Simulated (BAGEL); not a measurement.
# [GeCl3]− (SMILES [Cl][Ge-]([Cl])[Cl]) at HF/cc-pVDZ (density fitting with qzvpp-jkfit)

Aim: the vertical ionisation energy of [GeCl3]− at HF/cc-pVDZ (density fitting with qzvpp-jkfit), from 2 runs. 

The results are computed with BAGEL 1.2.2.

## 1. The system as given

[GeCl3]−: 4 atoms, total charge -1, spin state singlet. As SMILES, `[Cl][Ge-]([Cl])[Cl]`. The shape comes from GFN2-xTB, which is rough for such elements, and wasn't checked as a minimum.

Bond lengths: Ge1–Cl2 2.315 Å, Ge1–Cl3 2.314 Å, Ge1–Cl4 2.319 Å. Angles: Cl2–Ge1–Cl3 96.6°, Cl2–Ge1–Cl4 97.8°, Cl3–Ge1–Cl4 97.8°.

## 2. A single-point energy at HF/cc-pVDZ (density fitting with qzvpp-jkfit)

Contents of job.json:

```json
{ "bagel": [

{
  "title": "molecule",
  "basis": "cc-pvdz.json",
  "df_basis": "qzvpp-jkfit",
  "angstrom": true,
  "geometry": [
    { "atom": "Ge", "xyz": [      -0.027940,      -0.029210,       0.862750 ] },
    { "atom": "Cl", "xyz": [       2.010860,      -0.009880,      -0.232880 ] },
    { "atom": "Cl", "xyz": [      -0.954550,       1.764370,      -0.268570 ] },
    { "atom": "Cl", "xyz": [      -1.028380,      -1.725280,      -0.361300 ] }
  ]
},

{
  "title": "hf",
  "charge": -1
},

{
  "title": "print",
  "file": "orbitals.molden",
  "orbitals": true
}

]}
```

The basis set cc-pVDZ is read from a file made from the Basis Set Exchange's data (not shown).

Started as:

```bash
$ BAGEL_NUM_THREADS=1 BAGEL job.json > job.out
```

Output:

```text
* using 1 threads per process

  ===============================================================
  ===============================================================

  *** Geometry ***

  { "atom" : "Ge", "xyz" : [     -0.052799,     -0.055199,      1.630361 ] },
  { "atom" : "Cl", "xyz" : [      3.799975,     -0.018670,     -0.440079 ] },
  { "atom" : "Cl", "xyz" : [     -1.803838,      3.334176,     -0.507524 ] },
  { "atom" : "Cl", "xyz" : [     -1.943357,     -3.260307,     -0.682758 ] },

  Number of auxiliary basis functions:      650

  Since a DF basis is specified, we compute 2- and 3-index integrals:
    o Being stored without compression. Storage requirement is 0.034 GB

  Number of basis functions:       81
  Number of electrons      :       83

    * METHOD: MOLECULE                             0.35

  *** RHF ***

  === Nuclear Repulsion ===
   504.7687614008

      * DIIS with orbital gradients will be used.

  === RHF iteration (cc-pvdz.json) ===
      0      -3453.92268023          0.00842667           0.15
      1      -3454.03245249          0.00466205           0.14
      2      -3454.05648112          0.00080737           0.14
      3      -3454.05786423          0.00025319           0.14
      4      -3454.05807889          0.00007970           0.14
      5      -3454.05810209          0.00001577           0.14
      6      -3454.05810288          0.00000369           0.14
      7      -3454.05810290          0.00000079           0.14
      8      -3454.05810291          0.00000020           0.14
      9      -3454.05810291          0.00000006           0.14
     10      -3454.05810291          0.00000002           0.14
     11      -3454.05810291          0.00000001           0.15
    * SCF iteration converged.

    * Permanent dipole moment:
           (    0.029047,     0.027010,    -0.976918) a.u.

    * METHOD: HF                                   1.94

    * METHOD: PRINT                                0.01

  ===============================================================
```

It took 2.5 s on 1 thread of Arm Neoverse V2, shared host; peak memory 0.17 GiB.

## 3. Doublet neutral GeCl3 at the same level

Contents of job.json:

```json
{ "bagel": [

{
  "title": "molecule",
  "basis": "cc-pvdz.json",
  "df_basis": "qzvpp-jkfit",
  "angstrom": "true",
  "geometry": [
    { "atom": "Ge", "xyz": [   -0.027940,   -0.029210,    0.862750 ] },
    { "atom": "Cl", "xyz": [    2.010860,   -0.009880,   -0.232880 ] },
    { "atom": "Cl", "xyz": [   -0.954550,    1.764370,   -0.268570 ] },
    { "atom": "Cl", "xyz": [   -1.028380,   -1.725280,   -0.361300 ] }
  ]
},
{ "title": "uhf", "nopen": 1 },
{ "title": "print", "file": "orbitals.molden", "orbitals": "true" }

]}
```

The basis set cc-pVDZ is read from a file made from the Basis Set Exchange's data (not shown).

Started as:

```bash
$ BAGEL_NUM_THREADS=1 BAGEL job.json > job.out
```

Output:

```text
* using 1 threads per process

  ===============================================================
  ===============================================================

  *** Geometry ***

  { "atom" : "Ge", "xyz" : [     -0.052799,     -0.055199,      1.630361 ] },
  { "atom" : "Cl", "xyz" : [      3.799975,     -0.018670,     -0.440079 ] },
  { "atom" : "Cl", "xyz" : [     -1.803838,      3.334176,     -0.507524 ] },
  { "atom" : "Cl", "xyz" : [     -1.943357,     -3.260307,     -0.682758 ] },

  Number of auxiliary basis functions:      650

  Since a DF basis is specified, we compute 2- and 3-index integrals:
    o Being stored without compression. Storage requirement is 0.034 GB

  Number of basis functions:       81
  Number of electrons      :       83

    * METHOD: MOLECULE                             0.35

  *** Open-shell HF ***

  === Nuclear Repulsion ===
   504.7687614008

      * DIIS with orbital gradients will be used.

  === UHF iteration (cc-pvdz.json) ===
      0      -3453.74076876          0.02247010           0.28
      1      -3453.86305402          0.01523115           0.27
      2      -3453.90414150          0.00891487           0.27
      3      -3453.92115925          0.00075433           0.27
      4      -3453.92208903          0.00029653           0.27
      5      -3453.92223926          0.00007975           0.27
      6      -3453.92225294          0.00002051           0.28
      7      -3453.92225393          0.00000847           0.28
      8      -3453.92225416          0.00000421           0.27
      9      -3453.92225423          0.00000161           0.27
     10      -3453.92225424          0.00000075           0.27
     11      -3453.92225425          0.00000050           0.27
     12      -3453.92225425          0.00000025           0.27
     13      -3453.92225425          0.00000013           0.28
     14      -3453.92225425          0.00000007           0.27
     15      -3453.92225425          0.00000004           0.27
     16      -3453.92225425          0.00000001           0.27
     17      -3453.92225425          0.00000001           0.27
    * SCF iteration converged.

    * S^2 (UHF) is 0.7778

    * Permanent dipole moment:
           (    0.049088,     0.051296,    -1.473248) a.u.

    * METHOD: UHF                                  5.15

    * METHOD: PRINT                                0.01

  ===============================================================
```

Wall time 5.7 s (1 thread of Arm Neoverse V2, shared host); peak memory 0.17 GiB.

## 4. What came out

At HF/cc-pVDZ (density fitting with qzvpp-jkfit):

```
                                                               quantity           value
                                         singlet [GeCl3]−: total energy  -3454.05810 Eh
                                          singlet [GeCl3]−: HOMO energy        -4.59 eV
                                          singlet [GeCl3]−: LUMO energy         7.50 eV
singlet [GeCl3]−: HOMO–LUMO gap (to an unbound level, set by the basis)        12.09 eV
                                    doublet neutral GeCl3: total energy  -3453.92225 Eh
                                   doublet neutral GeCl3: dipole moment          3.75 D
                                            doublet neutral GeCl3: ⟨S²⟩           0.778
                    vertical detachment energy (to the doublet neutral)        3.697 eV
```

In words: Removing an electron at fixed nuclei costs 3.70 eV (85 kcal/mol). The negative HOMO energy of the first species, 4.59 eV, lies 0.89 eV above that difference.
